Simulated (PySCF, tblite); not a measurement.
# 2,2-dimethylcyclopentanone (C7H12O): dynamics, then NMR shifts on frames, part 2 of 2

tblite 0.8.0 and PySCF 2.14.0. Atoms count from 0. The steps go on from the part before.

### 6 Shielding tensors: 800 fs, PBE0/pcSseg-1

What the job is given:

```
{"job": {"kind": "nmr", "xc": "PBE0", "basis": "pcSseg-1", "pop": false}, "charge": 0, "multiplicity": 1}
C     -0.373000    -1.947300     2.045900
C     -0.425500    -0.555400     1.299500
C     -1.905800    -0.275500     1.088700
C      0.389200    -0.353100    -0.037300
C      1.632200     0.387700     0.298700
C      1.429200     1.014200     1.665400
C      0.165600     0.348000     2.329100
O     -0.202600     0.584500     3.448900
H      0.376100    -1.918400     2.782200
H     -1.318100    -2.027400     2.587500
H     -0.450900    -2.752000     1.254000
H     -2.061400    -0.475200     0.072500
H     -2.586400    -0.771700     1.809600
H     -2.075400     0.789400     1.189700
H     -0.227200     0.309900    -0.706400
H      0.448300    -1.334200    -0.590100
H      1.815900     1.093200    -0.493600
H      2.452200    -0.348500     0.344200
H      1.047900     2.053100     1.615100
H      2.280600     1.034500     2.302000
```

With the program's defaults for keys left out, this is: GIAO PBE0/pcSseg-1 NMR shielding, non-relativistic, gas phase.

The program printed:

```text
coarse grid: 16128 points
cycle   1  E = -348.5102051988  dE =  1.062e+00  |g| = 8.082e-01  |ddm| = 3.901e+00
cycle   2  E = -348.1892869577  dE =  3.209e-01  |g| = 1.542e+00  |ddm| = 2.381e+00
cycle   3  E = -348.6367217733  dE = -4.474e-01  |g| = 2.116e-01  |ddm| = 1.790e+00
cycle   4  E = -348.6469804471  dE = -1.026e-02  |g| = 5.348e-02  |ddm| = 2.355e-01
cycle   5  E = -348.6476175756  dE = -6.371e-04  |g| = 1.133e-02  |ddm| = 5.837e-02
cycle   6  E = -348.6476428374  dE = -2.526e-05  |g| = 3.894e-03  |ddm| = 1.177e-02
cycle   7  E = -348.6476461607  dE = -3.323e-06  |g| = 7.092e-04  |ddm| = 4.305e-03
final grid: 154128 points
cycle   8  E = -348.7069985319  dE = -3.324e-05  |g| = 1.294e-02  |ddm| = 3.853e-02
cycle   9  E = -348.7069141243  dE =  8.441e-05  |g| = 2.463e-02  |ddm| = 3.129e-02
cycle  10  E = -348.7070324354  dE = -1.183e-04  |g| = 2.553e-03  |ddm| = 2.212e-02
cycle  11  E = -348.7070338020  dE = -1.367e-06  |g| = 1.701e-04  |ddm| = 1.977e-03
cycle  12  E = -348.7070338081  dE = -6.076e-09  |g| = 8.030e-05  |ddm| = 2.943e-04
cycle  13  E = -348.7070338095  dE = -1.445e-09  |g| = 1.972e-05  |ddm| = 9.572e-05
cycle  14  E = -348.7070338096  dE = -9.084e-11  |g| = 3.608e-06  |ddm| = 2.100e-05
converged SCF energy = -348.7070338096

GIAO shielding tensors (ppm)
atom      isotropic    diamagn.    paramagn.     s11        s22        s33       span
  0 C      147.120     246.115     -98.995    109.446    146.545    185.370     75.925
  1 C      142.870     247.457    -104.587    134.646    138.995    154.970     20.325
  2 C      153.265     249.259     -95.993    105.997    164.310    189.488     83.491
  3 C      136.105     246.037    -109.933    103.333    135.596    169.384     66.051
  4 C      170.961     246.392     -75.432    156.263    176.081    180.537     24.274
  5 C      140.063     252.422    -112.358    109.452    137.931    172.808     63.355
  6 C      -43.963     254.267    -298.229   -124.297    -75.329     67.738    192.036
  7 O     -250.229     395.975    -646.204   -779.470   -354.745    383.527   1162.996
  8 H       30.324      30.767      -0.442     26.596     28.467     35.910      9.315
  9 H       29.982      32.128      -2.146     26.030     29.309     34.607      8.577
 10 H       29.043      28.310       0.733     24.947     27.657     34.524      9.578
 11 H       31.150      32.445      -1.296     25.960     31.067     36.422     10.462
 12 H       29.840      32.418      -2.578     25.429     28.309     35.781     10.352
 13 H       30.293      31.783      -1.489     26.333     28.614     35.933      9.601
 14 H       28.850      31.958      -3.108     23.797     30.071     32.681      8.885
 15 H       28.564      30.993      -2.429     24.997     27.919     32.778      7.781
 16 H       30.008      30.381      -0.373     25.019     27.982     37.022     12.004
 17 H       29.483      29.587      -0.104     24.428     27.914     36.106     11.678
 18 H       29.154      29.902      -0.748     25.468     27.931     34.065      8.597
 19 H       29.625      30.002      -0.377     25.636     28.251     34.988      9.352
```

Wall time 22 s (1 thread of Intel Xeon 6975P-C, shared host); peak memory 0.88 GiB.

Key values: δ C6 230.9, C3 50.8, C5 46.9, C1 44.1, H15 3.15, H14 2.87 ppm.

### 7 Shielding tensors: 1000 fs, PBE0/pcSseg-1

What the job is given:

```
{"job": {"kind": "nmr", "xc": "PBE0", "basis": "pcSseg-1", "pop": false}, "charge": 0, "multiplicity": 1}
C      0.071900    -2.510000     2.089600
C     -0.403500    -0.976000     1.796900
C     -1.875300    -0.886800     2.317100
C     -0.217600    -0.433700     0.301000
C      1.212200     0.038600     0.192900
C      1.460100     0.659600     1.631700
C      0.606700    -0.168600     2.568000
O      0.648100     0.045800     3.782000
H     -0.778300    -3.226700     2.382100
H      0.546800    -2.879000     1.211800
H      0.758300    -2.276100     2.891500
H     -2.476000    -1.287000     1.497200
H     -1.970200    -1.438600     3.274000
H     -2.248500     0.178100     2.468500
H     -0.866300     0.444900     0.064000
H     -0.514600    -1.164300    -0.412700
H      1.518400     0.755300    -0.519700
H      1.875400    -0.799400     0.087900
H      1.060200     1.613500     1.469400
H      2.520300     0.731400     1.974900
```

With the program's defaults for keys left out, this is: GIAO PBE0/pcSseg-1 NMR shielding, non-relativistic, gas phase.

The program printed:

```text
coarse grid: 16128 points
cycle   1  E = -348.5001738127  dE =  8.489e-01  |g| = 8.185e-01  |ddm| = 3.852e+00
cycle   2  E = -348.0833185576  dE =  4.169e-01  |g| = 1.680e+00  |ddm| = 2.626e+00
cycle   3  E = -348.6315740785  dE = -5.483e-01  |g| = 2.101e-01  |ddm| = 2.066e+00
cycle   4  E = -348.6417430685  dE = -1.017e-02  |g| = 6.123e-02  |ddm| = 2.383e-01
cycle   5  E = -348.6426004857  dE = -8.574e-04  |g| = 1.062e-02  |ddm| = 6.381e-02
cycle   6  E = -348.6426209464  dE = -2.046e-05  |g| = 4.400e-03  |ddm| = 1.057e-02
cycle   7  E = -348.6426252069  dE = -4.261e-06  |g| = 9.845e-04  |ddm| = 5.063e-03
final grid: 154128 points
cycle   8  E = -348.7038052570  dE = -3.340e-05  |g| = 1.425e-02  |ddm| = 3.848e-02
cycle   9  E = -348.7036875048  dE =  1.178e-04  |g| = 2.852e-02  |ddm| = 3.456e-02
cycle  10  E = -348.7038458200  dE = -1.583e-04  |g| = 2.888e-03  |ddm| = 2.493e-02
cycle  11  E = -348.7038475900  dE = -1.770e-06  |g| = 2.395e-04  |ddm| = 2.194e-03
cycle  12  E = -348.7038476034  dE = -1.347e-08  |g| = 7.546e-05  |ddm| = 3.957e-04
cycle  13  E = -348.7038476047  dE = -1.230e-09  |g| = 2.812e-05  |ddm| = 1.146e-04
cycle  14  E = -348.7038476049  dE = -1.937e-10  |g| = 4.304e-06  |ddm| = 3.140e-05
converged SCF energy = -348.7038476049

GIAO shielding tensors (ppm)
atom      isotropic    diamagn.    paramagn.     s11        s22        s33       span
  0 C      153.248     250.729     -97.481    125.630    149.750    184.365     58.735
  1 C      131.417     248.794    -117.377    123.655    129.113    141.482     17.827
  2 C      151.904     245.698     -93.794    124.099    155.426    176.187     52.088
  3 C      146.024     246.060    -100.035    121.938    142.966    173.169     51.231
  4 C      166.970     245.615     -78.644    150.063    172.060    178.787     28.724
  5 C      140.557     255.112    -114.555    111.196    137.347    173.130     61.934
  6 C      -52.945     253.955    -306.900   -138.280    -96.417     75.862    214.142
  7 O     -352.272     393.895    -746.166   -996.329   -446.810    386.324   1382.653
  8 H       28.886      28.902      -0.016     25.128     27.411     34.119      8.991
  9 H       30.652      31.013      -0.361     25.432     30.840     35.683     10.250
 10 H       29.424      30.452      -1.029     24.811     29.604     33.856      9.045
 11 H       29.962      29.998      -0.036     26.058     28.498     35.330      9.271
 12 H       29.309      29.952      -0.644     25.284     27.692     34.950      9.666
 13 H       29.451      28.705       0.746     25.379     27.205     35.769     10.390
 14 H       29.214      32.085      -2.871     24.260     28.928     34.455     10.195
 15 H       30.149      33.131      -2.982     26.395     28.842     35.210      8.815
 16 H       30.795      32.282      -1.487     26.375     27.952     38.057     11.682
 17 H       30.410      31.750      -1.340     26.408     28.592     36.230      9.822
 18 H       29.782      32.760      -2.978     25.705     28.259     35.383      9.678
 19 H       28.733      29.846      -1.113     24.818     27.168     34.211      9.393
```

Wall time 22 s (1 thread of Intel Xeon 6975P-C, shared host); peak memory 0.87 GiB.

Key values: δ C6 239.9, C1 55.5, C5 46.4, C3 40.9, H19 2.98, H8 2.83 ppm.

### 8 Run by run: NMR shifts

Shifts (ppm) of some atoms, chosen among heavy atoms and hydrogens apart, with basis size and wall time:

```tsv
frame	C6	C1	C3	C5	H10	H15	O7	functions	time
250 fs	238.8	48.1	43.9	39.2	1.09	0.93	675.5	196	27 s
425 fs	222.8	37.3	52.7	34.8	-0.10	2.94	623.2	196	22 s
625 fs	211.8	50.5	39.3	36.9	1.97	1.18	611.7	196	22 s
800 fs	230.9	44.1	50.8	46.9	2.67	3.15	586.3	196	22 s
1000 fs	239.9	55.5	40.9	46.4	2.29	1.57	688.4	196	22 s
```

### 9 What came out

This closing draws on all 2 parts.

| quantity | value |
| --- | --- |
| thermostat | 400 K |
| mean temperature, second half | 442 K |
| mean potential energy above the minimum | 1.05 eV |
| 13C shifts against TMS (PBE0/pcSseg-1, 250 fs) | 238.8, 48.1, 43.9, 39.2, 34.5, 27.5, 23.3 ppm |
| 1H shifts against TMS (PBE0/pcSseg-1, 250 fs) | 3.28, 2.93, 2.48, 1.94, 1.83, 1.39, 1.37, 1.09, 1.09, 0.99, 0.93, 0.83 ppm |
| 17O shifts against H2O (PBE0/pcSseg-1, 250 fs) | 675.5 ppm |
| surface potential, 1st and 99th percentile | -1.85 V and 0.96 V |
| range of the shift of O7 | 586.3 to 688.4 ppm |

**Reading.** In the second half the potential energy averages 1.05 eV above the minimum; equipartition over 54 harmonic modes at 400 K would give 0.93 eV. With 20 atoms the temperature swings widely (185 to 550 K). Shifts at one fixed geometry are not the observed spectrum, which averages over the motion. In the first frame run (250 fs): The largest span, 1339 ppm, is at O7, where the paramagnetic term is -737 ppm. At PBE0/pcSseg-1, counted by nearest atom on the grid, the HOMO lies on O7 59 %; C1 13 %, the LUMO on C6 41 %; O7 26 %. Across the 5 runs the shift of O7 moves most, between 586.3 (800 fs) and 688.4 ppm (1000 fs).
